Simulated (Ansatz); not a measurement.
# Si3Ge3H14: how energies converge with the basis set

Aim: see how fast density functionals converge with the basis set for Si3Ge3H14.

Computed with Ansatz 0.2.0, Gaussian basis. Level: one geometry, several basis sets.

The runs, in order: PBE0-D4/def2-SVP; ωB97M-V/def2-SVP; PBE0-D4/def2-QZVPP; ωB97M-V/def2-QZVPP; the functionals' def2-TZVPP values are taken from earlier runs.

## (1) The geometry

The geometry comes from an earlier relaxation with PBE0-D4 in a triple-zeta def2 set; it is a stationary point, not always the lowest conformer.

SMILES `[SiH3][GeH2][GeH2][SiH2][SiH2][GeH3]`, 20 atoms, charge 0, spin multiplicity 1.

Atoms are counted from 1 here; the program's logs count them from 0.

Bond lengths: Si1–Ge2 2.380 Å, Si1–H7 1.486 Å, Si1–H8 1.487 Å, Si1–H9 1.488 Å, Ge2–Ge3 2.430 Å, Ge2–H10 1.542 Å, Ge2–H11 1.541 Å, Ge3–Si4 2.381 Å, Ge3–H12 1.540 Å, Ge3–H13 1.541 Å, Si4–Si5 2.334 Å, Si4–H14 1.490 Å, Si4–H15 1.490 Å, Si5–Ge6 2.381 Å, Si5–H16 1.489 Å, Si5–H17 1.489 Å, Ge6–H18 1.538 Å, Ge6–H19 1.537 Å and more. Angles: Ge2–Si1–H7 110.7°, Ge2–Si1–H8 109.7°, Ge2–Si1–H9 110.0°, H7–Si1–H8 108.8°, H7–Si1–H9 108.6°, H8–Si1–H9 108.9°, Si1–Ge2–Ge3 113.0°, Si1–Ge2–H10 108.6°, Si1–Ge2–H11 109.9°, Ge3–Ge2–H10 108.9°, Ge3–Ge2–H11 108.9°, H10–Ge2–H11 107.4°, Ge2–Ge3–Si4 110.7°, Ge2–Ge3–H12 108.9°, Ge2–Ge3–H13 109.3°, Si4–Ge3–H12 109.9°, Si4–Ge3–H13 110.3°, H12–Ge3–H13 107.7° and more.

Coordinates:

```
Si   -2.09291    1.78965    0.12201
Ge   -1.75736    0.06169    1.72354
Ge    0.58697   -0.49154    2.04807
Si    1.32358   -2.03471    0.39098
Si    0.65654   -1.25061   -1.70387
Ge    1.50358    0.95195   -2.02016
H    -1.70126    1.33061   -1.23646
H    -1.27164    2.97495    0.48301
H    -3.52642    2.18607    0.09325
H    -2.35522    0.51602    3.06979
H    -2.51445   -1.20884    1.28975
H     1.42105    0.80108    1.96879
H     0.77918   -1.08717    3.45648
H     0.72100   -3.36760    0.67194
H     2.80653   -2.16866    0.43519
H     1.13875   -2.13410   -2.80161
H    -0.83168   -1.21982   -1.74917
H     3.03117    0.90333   -2.19642
H     0.88687    1.62632   -3.25654
H     1.19572    1.82138   -0.78855
```

## (2) PBE0-D4 in def2-SVP

in.yaml reads:

```yaml
crystal:
  periodic: [false, false, false]
  atoms:
    - {symbol: Si, position_ang: [-2.092908, 1.789655, 0.122015]}
    - {symbol: Ge, position_ang: [-1.757356, 0.061691, 1.723536]}
    - {symbol: Ge, position_ang: [0.586968, -0.491542, 2.048066]}
    - {symbol: Si, position_ang: [1.323583, -2.034708, 0.390975]}
    - {symbol: Si, position_ang: [0.656538, -1.250607, -1.703868]}
    - {symbol: Ge, position_ang: [1.503576, 0.951947, -2.020158]}
    - {symbol: H, position_ang: [-1.701256, 1.330606, -1.236459]}
    - {symbol: H, position_ang: [-1.271644, 2.974952, 0.483011]}
    - {symbol: H, position_ang: [-3.526421, 2.186067, 0.093249]}
    - {symbol: H, position_ang: [-2.355217, 0.516024, 3.069791]}
    - {symbol: H, position_ang: [-2.514447, -1.208837, 1.289748]}
    - {symbol: H, position_ang: [1.421053, 0.801083, 1.968786]}
    - {symbol: H, position_ang: [0.779181, -1.087170, 3.456482]}
    - {symbol: H, position_ang: [0.721004, -3.367603, 0.671936]}
    - {symbol: H, position_ang: [2.806525, -2.168658, 0.435190]}
    - {symbol: H, position_ang: [1.138748, -2.134103, -2.801613]}
    - {symbol: H, position_ang: [-0.831682, -1.219816, -1.749174]}
    - {symbol: H, position_ang: [3.031168, 0.903328, -2.196418]}
    - {symbol: H, position_ang: [0.886869, 1.626322, -3.256542]}
    - {symbol: H, position_ang: [1.195718, 1.821381, -0.788552]}
basis:
  gaussian: {orbitals: def2-SVP}
hamiltonian: {xc: pbe0, dispersion: d4}
output: {orbitals: {seedname: orbitals}}
```

Further steps of the session: ωB97M-V in def2-SVP; PBE0-D4 in def2-QZVPP; ωB97M-V in def2-QZVPP.

**Question.** What will the summary of the whole plan be? Wanted: PBE0-D4: double and triple zeta above quadruple; ωB97M-V: double and triple zeta above quadruple.

As calculated:

| quantity | value |
| --- | --- |
| PBE0-D4: double and triple zeta above quadruple | 34.11, 4.45 eV |
| ωB97M-V: double and triple zeta above quadruple | 34.07, 4.32 eV |

**Reading.** For PBE0-D4 the step from double to triple zeta gains 29.66 eV and the next only 4.45 eV. Total energies overstate the basis error of differences, where much of it tends to cancel. The LUMO of ωB97M-V is positive and keeps falling with the basis (1.41 to 0.88 eV): an unbound level that the basis holds in place.
